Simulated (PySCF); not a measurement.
# ClH₆N₃Ti: a look at the electrons

For ClH₆N₃Ti, the scripts below analyse its density (charges, bond critical points, surface potential), see where an electron leaves and enters and measure its response to a uniform field.

The runs use PySCF 2.14.0; levels as typed in each script, gas phase, geometry from GFN2-xTB.

## 1. The starting structure

SMILES `N[Ti](N)(N)Cl`, 11 atoms, charge 0, spin multiplicity 1.

Bond lengths: N1–Ti2 1.847 Å, N1–H6 1.019 Å, N1–H7 1.022 Å, Ti2–N3 1.848 Å, Ti2–N4 1.847 Å, Ti2–Cl5 2.170 Å, N3–H8 1.022 Å, N3–H9 1.019 Å, N4–H10 1.019 Å, N4–H11 1.022 Å. Angles: Ti2–N1–H6 129.6°, Ti2–N1–H7 121.5°, H6–N1–H7 108.6°, N1–Ti2–N3 109.3°, N1–Ti2–N4 109.4°, N1–Ti2–Cl5 109.3°, N3–Ti2–N4 108.7°, N3–Ti2–Cl5 109.8°, N4–Ti2–Cl5 110.3°, Ti2–N3–H8 121.8°, Ti2–N3–H9 128.9°, H8–N3–H9 108.6°, Ti2–N4–H10 129.4°, Ti2–N4–H11 121.6°, H10–N4–H11 108.5°.

Coordinates:

| atom | x (Å) | y (Å) | z (Å) |
| --- | --- | --- | --- |
| N1 | 0.8728 | -1.7114 | -0.3801 |
| Ti2 | 0.2845 | -0.0022 | -0.0025 |
| N3 | 0.9163 | 0.5082 | 1.6573 |
| N4 | 0.9396 | 1.1681 | -1.2723 |
| Cl5 | -1.8854 | 0.0257 | -0.0016 |
| H6 | 1.7293 | -2.1823 | -0.0927 |
| H7 | 0.3649 | -2.3214 | -1.0244 |
| H8 | 0.5145 | 0.1412 | 2.5227 |
| H9 | 1.7617 | 1.0282 | 1.8874 |
| H10 | 1.7594 | 1.0797 | -1.8705 |
| H11 | 0.5626 | 2.1129 | -1.3747 |

## 2. Density, bond paths and surface potential (B3LYP/def2-svpd)

input.py

```python
import numpy as np
from pyscf import gto, scf, dft
from pyscf.scf import atom_ks, atom_hf
from scipy.linalg import block_diag

def solve(mol, dm0=None, hcore=None):
    mf = (dft.UKS if mol.spin else dft.RKS)(mol, xc='b3lyp')
    mf.grids.level = 3
    mf = mf.density_fit(auxbasis='def2-universal-jkfit')
    mf.conv_tol, mf.max_cycle = 1e-8, 80
    if hcore is not None:
        mf.get_hcore = lambda *args: hcore
    mf.kernel(dm0)
    if not mf.converged:
        mf = mf.newton().run(mf.mo_coeff, mf.mo_occ, max_cycle=30)
    assert mf.converged, 'SCF not converged'
    return mf

mol = gto.M(atom='''
N      0.87277    -1.71144    -0.38012
Ti     0.28448    -0.00225    -0.00251
N      0.91630     0.50825     1.65730
N      0.93958     1.16809    -1.27225
Cl    -1.88539     0.02570    -0.00160
H      1.72932    -2.18227    -0.09275
H      0.36495    -2.32140    -1.02435
H      0.51446     0.14125     2.52269
H      1.76174     1.02820     1.88744
H      1.75938     1.07966    -1.87053
H      0.56258     2.11290    -1.37474
''', basis='def2-svpd', charge=0, spin=0, verbose=4)
mf = solve(mol)
mf.analyze()
# spherically averaged free atoms, for the promolecule
atm = atom_ks.get_atm_nrks(mol, xc='b3lyp')
pro = block_diag(*[(atm[a[0]][2] * atm[a[0]][3]) @ atm[a[0]][2].T for a in mol._atom])
np.savez('result.npz', e=mf.e_tot, c=mf.mo_coeff, occ=mf.mo_occ, eps=mf.mo_energy, pro=pro, dip=mf.dip_moment(verbose=0), s2=mf.spin_square()[0])
```

Run with:

```bash
$ OMP_NUM_THREADS=1 python input.py
```

## 4. Removing and adding an electron (B3LYP/def2-svpd)

input.py: that of step 2 with these lines changed.

```diff
@@ -32,3 +32,12 @@
 mf = solve(mol)
-mf.analyze()
+out = dict(e0=mf.e_tot, dm0=mf.make_rdm1(), c=mf.mo_coeff, occ=mf.mo_occ, eps=mf.mo_energy)
+for name, dq, spin in [('cation', 1, 1)]:
+    ion = mol.copy().set(charge=mol.charge + dq, spin=spin).build()
+    mi = solve(ion)
+    if spin and dq > 0 and mol.nao < 130:
+        c, _, stable, _ = mi.stability(return_status=True)
+        if not stable:
+            mi = solve(ion, mi.make_rdm1(c, mi.mo_occ))
+    print(name, 'vertical energy change / eV', (mi.e_tot - mf.e_tot) * 27.211386)
+    out.update({'e_' + name: mi.e_tot, 'dm_' + name: mi.make_rdm1(), 's2_' + name: mi.spin_square()[0], 'eps_' + name: mi.mo_energy, 'occ_' + name: mi.mo_occ})
 # spherically averaged free atoms, for the promolecule
@@ -36,2 +45,2 @@
 pro = block_diag(*[(atm[a[0]][2] * atm[a[0]][3]) @ atm[a[0]][2].T for a in mol._atom])
-np.savez('result.npz', e=mf.e_tot, c=mf.mo_coeff, occ=mf.mo_occ, eps=mf.mo_energy, pro=pro, dip=mf.dip_moment(verbose=0), s2=mf.spin_square()[0])
+np.savez('result.npz', pro=pro, **out)
```

## 6. Response to an electric field (B3LYP/def2-svpd)

input.py

```python
import numpy as np
from pyscf import gto, scf, dft
from pyscf.scf import atom_ks, atom_hf
from scipy.linalg import block_diag

def solve(mol, dm0=None, hcore=None):
    mf = (dft.UKS if mol.spin else dft.RKS)(mol, xc='b3lyp')
    mf.grids.level = 3
    mf = mf.density_fit(auxbasis='def2-universal-jkfit')
    mf.conv_tol, mf.max_cycle = 1e-8, 80
    if hcore is not None:
        mf.get_hcore = lambda *args: hcore
    mf.kernel(dm0)
    if not mf.converged:
        mf = mf.newton().run(mf.mo_coeff, mf.mo_occ, max_cycle=30)
    assert mf.converged, 'SCF not converged'
    return mf

mol = gto.M(atom='''
N      0.87277    -1.71144    -0.38012
Ti     0.28448    -0.00225    -0.00251
N      0.91630     0.50825     1.65730
N      0.93958     1.16809    -1.27225
Cl    -1.88539     0.02570    -0.00160
H      1.72932    -2.18227    -0.09275
H      0.36495    -2.32140    -1.02435
H      0.51446     0.14125     2.52269
H      1.76174     1.02820     1.88744
H      1.75938     1.07966    -1.87053
H      0.56258     2.11290    -1.37474
''', basis='def2-svpd', charge=0, spin=0, verbose=4)
field = np.array([0.004, 0.0, 0.0])  # atomic units
mol.set_common_orig(mol.atom_charges() @ mol.atom_coords() / mol.atom_charges().sum())
mf = solve(mol)
out = dict(dm0=mf.make_rdm1(), d0=mf.dip_moment(unit='AU'), e0=mf.e_tot)
for name, sign in (('p', 1), ('m', -1)):
    h = mf.get_hcore() + sign * np.einsum('x,xij->ij', field, mol.intor('int1e_r'))
    mi = solve(mol, mf.make_rdm1(), h)
    out.update({'dm' + name: mi.make_rdm1(), 'd' + name: mi.dip_moment(unit='AU'), 'e' + name: mi.e_tot})
# spherically averaged free atoms, for the promolecule
atm = atom_ks.get_atm_nrks(mol, xc='b3lyp')
pro = block_diag(*[(atm[a[0]][2] * atm[a[0]][3]) @ atm[a[0]][2].T for a in mol._atom])
np.savez('result.npz', pro=pro, **out)
```

(Steps that only read results are left out.)

What does the calculation give? Wanted: dipole moment; HOMO, LUMO; vertical ionisation energy; polarisability along the field.

The runs gave:

| quantity | value |
| --- | --- |
| dipole moment (B3LYP/def2-svpd) | 3.14 D |
| HOMO, LUMO (B3LYP/def2-svpd) | -7.00, -1.62 eV |
| vertical ionisation energy (B3LYP/def2-svpd) | 8.98 eV |
| polarisability along the field (B3LYP/def2-svpd) | 83.2 bohr³ |

In words: At B3LYP/def2-svpd: The highest Hirshfeld charge is on Ti2 (+0.52 e), the lowest on N1 and N3 (−0.32 e). The ionisation energy from two SCF runs, 8.98 eV, lies 2.0 eV above −ε(HOMO) = 7.00 eV of the same level, B3LYP/def2-svpd, since self-interaction lifts this functional's HOMO. The geometry was not optimised at these levels.
